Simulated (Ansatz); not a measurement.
# In3As: the cost of one run

Computed with Ansatz 0.2.0 (DFT PBE+D3(BJ), scalar-relativistic, plane waves, PAW, unless a step's input says otherwise).

1 further run of the same task is left out (it didn't finish).

**1. The starting structure**

It takes space group Pm-3m (No. 221, cubic). The conventional cell has a = 4.602 Å, b = 4.602 Å, c = 4.602 Å, α = 90.00°, β = 90.00°, γ = 90.00°. Around In (site symmetry 4/mmm) lie 8 In at 3.25 Å and 4 As at 3.25 Å. As (site symmetry m-3m) has 12 In at 3.25 Å as nearest neighbours.

Coordinates:

```cif
data_structure
_symmetry_space_group_name_H-M 'Pm-3m'
_symmetry_Int_Tables_number 221
_cell_length_a 4.6021
_cell_length_b 4.6021
_cell_length_c 4.6021
_cell_angle_alpha 90.000
_cell_angle_beta 90.000
_cell_angle_gamma 90.000
_cell_volume 97.47
loop_
_atom_site_label
_atom_site_type_symbol
_atom_site_symmetry_multiplicity
_atom_site_Wyckoff_symbol
_atom_site_fract_x
_atom_site_fract_y
_atom_site_fract_z
_atom_site_occupancy
In1 In 3 c 0.00000 0.50000 0.50000 1
As1 As 1 a 0.00000 0.00000 0.00000 1
```

It goes back to an entry of the Materials Project, which need not be the stable form.

It is the result of an earlier relaxation at this level (volume 24.37 Å³/atom; gap on the mesh: none (metal)).

**2. Zero of the scan**

input.yaml

```yaml
crystal:
  lattice:
    - [4.6021353856, 0.0, 0.0]
    - [0.0, 4.6021353856, 0.0]
    - [0.0, 0.0, 4.6021353856]
  atoms:
    - { symbol: In, position: [0.0, 0.5, 0.5] }
    - { symbol: In, position: [0.5, 0.0, 0.5] }
    - { symbol: In, position: [0.5, 0.5, 0.0] }
    - { symbol: As, position: [0.0, 0.0, 0.0] }
basis:
  ecutwfc: 420
kpoints:
  mp_grid: { grid: [12, 12, 12] }
hamiltonian:
  xc: pbe
  dispersion: d3bj
scf:
  occupations: { method: gaussian, width: 0.15 }
output:
  forces: true
  stress: true
  eigenvalues: true
```

Command:

```
ansatz run input.yaml --threads 1 --pin off --max-ram 2560MiB --backend cpu --events-out ev --progress --plain --runs-dir out
```

Q: Estimate wall time and peak memory on 1 thread of Intel Xeon 6975P-C (Granite Rapids), shared host.

About 6.9 s, with a peak of 0.55 GiB.
